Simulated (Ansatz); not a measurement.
**CH5BFNO: a ladder of functionals and wavefunction methods**

One table from this session's results is given with a row withheld; the runs are named, their logs left out.

Computed with Ansatz 0.2.0, Gaussian basis. Level: functionals in def2-TZVPP, the program's frozen cores in correlated methods.

Levels to be run: PBE-D4, r2SCAN-D4, PBE0-D4, B3LYP-D4, ωB97X-V, ωB97M-V, B2PLYP; CCSD(T)/def2-TZVPP; MP2/def2-QZVPP; extrapolation to the limit.

## The relaxed structure

The geometry comes from an earlier relaxation with PBE0-D4 in a triple-zeta def2 set; it is a stationary point, not always the lowest conformer.

10 atoms, charge 0, spin multiplicity 1.

Atoms are counted from 1 here; the program's logs count them from 0.

Bond lengths: N1–B2 1.399 Å, N1–H6 1.004 Å, N1–H7 1.005 Å, B2–O3 1.371 Å, B2–C4 1.583 Å, O3–H8 0.959 Å, C4–F5 1.397 Å, C4–H9 1.096 Å, C4–H10 1.096 Å. Angles: B2–N1–H6 125.6°, B2–N1–H7 120.0°, H6–N1–H7 114.4°, N1–B2–O3 125.0°, N1–B2–C4 119.2°, O3–B2–C4 115.9°, B2–O3–H8 114.7°, B2–C4–F5 111.5°, B2–C4–H9 111.3°, B2–C4–H10 111.4°, F5–C4–H9 107.7°, F5–C4–H10 107.7°, H9–C4–H10 107.0°.

As a file:

```xyz
10
CH5BFNO
N    -0.89526   -0.59187   -0.86418
B     0.03757   -0.35784    0.15225
O     0.50855   -1.30844    1.02146
C     0.61739    1.10271    0.34557
F     0.07692    1.99531   -0.58368
H    -1.32413   -1.47587   -1.07255
H    -1.18872    0.16313   -1.45978
H     0.14685   -2.18656    0.88934
H     1.70667    1.11817    0.22792
H     0.39745    1.49005    1.34667
```

Set-up of the first run:

Contents of in.yaml:

```yaml
crystal:
  periodic: [false, false, false]
  atoms:
    - {symbol: N, position_ang: [-0.895262, -0.591870, -0.864184]}
    - {symbol: B, position_ang: [0.037574, -0.357838, 0.152249]}
    - {symbol: O, position_ang: [0.508553, -1.308436, 1.021455]}
    - {symbol: C, position_ang: [0.617391, 1.102708, 0.345567]}
    - {symbol: F, position_ang: [0.076921, 1.995310, -0.583684]}
    - {symbol: H, position_ang: [-1.324126, -1.475867, -1.072546]}
    - {symbol: H, position_ang: [-1.188723, 0.163130, -1.459781]}
    - {symbol: H, position_ang: [0.146846, -2.186560, 0.889336]}
    - {symbol: H, position_ang: [1.706675, 1.118174, 0.227915]}
    - {symbol: H, position_ang: [0.397450, 1.490048, 1.346674]}
basis:
  gaussian: {orbitals: def2-TZVPP}
hamiltonian: {xc: pbe, dispersion: d4}
output: {forces: true, orbitals: {seedname: orbitals}}
```

Command:

```
$ ansatz run in.yaml --threads 4 --pin off --events-out ev --progress --plain --max-ram 10444MiB
```

Among the steps run: PBE-D4 (GGA); r2SCAN-D4 (meta-GGA); PBE0-D4 (hybrid); B3LYP-D4 (hybrid); ωB97X-V (range-separated); ωB97M-V (range-separated); B2PLYP (double hybrid); CCSD(T) in def2-TZVPP; MP2 in def2-QZVPP.

One of the session's tables, all rows but one given; the rest of the session is left out.

```
            method  atomisation energy (eV)
            PBE-D4                   42.556
         r2SCAN-D4                   41.523
           PBE0-D4                   41.521
          B3LYP-D4                   41.541
           ωB97X-V                   41.509
           ωB97M-V                   41.662
            B2PLYP                   41.131
     HF/def2-TZVPP                   29.707
    MP2/def2-TZVPP                   41.240
   CCSD/def2-TZVPP                   39.611
CCSD(T)/def2-TZVPP                        ?
           MP2/CBS                   42.383
       CCSD(T)/CBS                   41.377
```

**Question.** Estimate the row for CCSD(T)/def2-TZVPP.

As computed: atomisation energy (eV): 40.235. In the column «atomisation energy (eV)» it lies between CCSD/def2-TZVPP (39.611) and B2PLYP (41.131).

Limits of these values: Free atoms (1 N, 1 B, 1 O, 1 C, 1 F, 5 H) were run apart at each level; the atomisation energy is their sum less the molecule, without zero-point or spin-orbit terms.
